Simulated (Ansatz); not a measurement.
**BaAu3 (AuCu3 type): other levels of theory at one geometry**

One table from this session's results is given with a row withheld; the runs are named, their logs left out.

Computed with Ansatz 0.2.0 (DFT at several levels, plane waves, PAW, unless a step's input says otherwise).

2 further runs of the same task are left out: 2 that didn't finish. Runs told in other sessions of the task aren't counted.

## The structure to begin with

Symmetry: Pm-3m, No. 221, cubic system. Conventional cell: a = 4.657 Å, b = 4.657 Å, c = 4.657 Å, α = 90.00°, β = 90.00°, γ = 90.00°. Ba (site symmetry m-3m) has 12 Au at 3.29 Å in its first shell of neighbours. Au (site symmetry 4/mmm) has 4 Ba at 3.29 Å and 8 Au at 3.29 Å in its first shell of neighbours.

As a file:

```cif
data_structure
_symmetry_space_group_name_H-M 'Pm-3m'
_symmetry_Int_Tables_number 221
_cell_length_a 4.6567
_cell_length_b 4.6567
_cell_length_c 4.6567
_cell_angle_alpha 90.000
_cell_angle_beta 90.000
_cell_angle_gamma 90.000
_cell_volume 100.98
loop_
_atom_site_label
_atom_site_type_symbol
_atom_site_symmetry_multiplicity
_atom_site_Wyckoff_symbol
_atom_site_fract_x
_atom_site_fract_y
_atom_site_fract_z
_atom_site_occupancy
Ba1 Ba 1 a 0.00000 0.00000 0.00000 1
Au1 Au 3 c 0.00000 0.50000 0.50000 1
```

An earlier run at PBE left this cell at 25.244 Å³/atom and 0.00 GPa (8×8×8 mesh), no gap.

Levels to run: PBE+SOC; r²SCAN; PBEsol; LDA. Hardware: 2 threads of Arm Neoverse V1, shared host.

Set-up of the first run:

File input.yaml:

```yaml
crystal:
  lattice:
    - [4.6566650904, 0.0, 0.0]
    - [0.0, 4.6566650904, 0.0]
    - [0.0, 0.0, 4.6566650904]
  atoms:
    - { symbol: Ba, position: [0.0, 0.0, 0.0] }
    - { symbol: Au, position: [0.0, 0.5, 0.5] }
    - { symbol: Au, position: [0.5, 0.5, 0.0] }
    - { symbol: Au, position: [0.5, 0.0, 0.5] }
basis:
  ecutwfc: 420
  ecutrho_ratio: 4
kpoints:
  mp_grid: { grid: [8, 8, 8] }
hamiltonian:
  xc: pbe
scf:
  occupations: { method: gaussian, width: 0.05 }
output:
  forces: true
  stress: true
  eigenvalues: true
  populations: true
  dos: { projected: true, de: 0.02 }
  write_density: true
  write_potential: true
  elf: true
  volumetric_format: npy
magnetization:
  noncollinear: true
  spin_orbit: true
```

On the command line:

```bash
ansatz run input.yaml --threads 2 --pin off --max-ram 2662MiB --backend cpu --events-out ev --progress --plain --runs-dir out
```

Steps of the session up to this table: PBE+SOC; r²SCAN; PBEsol; LDA.

One table of the session follows, with a row left open; its other results are not shown here.

| level | pressure (GPa) |
| --- | --- |
| PBE | 0.0 |
| LDA | -6.7 |
| PBEsol | ? |
| PBE+SOC | -0.7 |
| r²SCAN | -1.0 |

Estimate the missing values for PBEsol.

The run gave: pressure (GPa): -4.4. In the column «pressure (GPa)» it lies between LDA (-6.7) and r²SCAN (-1.0).

The pressure runs from -6.7 GPa (LDA) to 0.0 GPa (PBE); a negative pressure means that level wants a smaller cell, a positive one a larger cell. Total energies of different levels have different zeros and can't be compared.
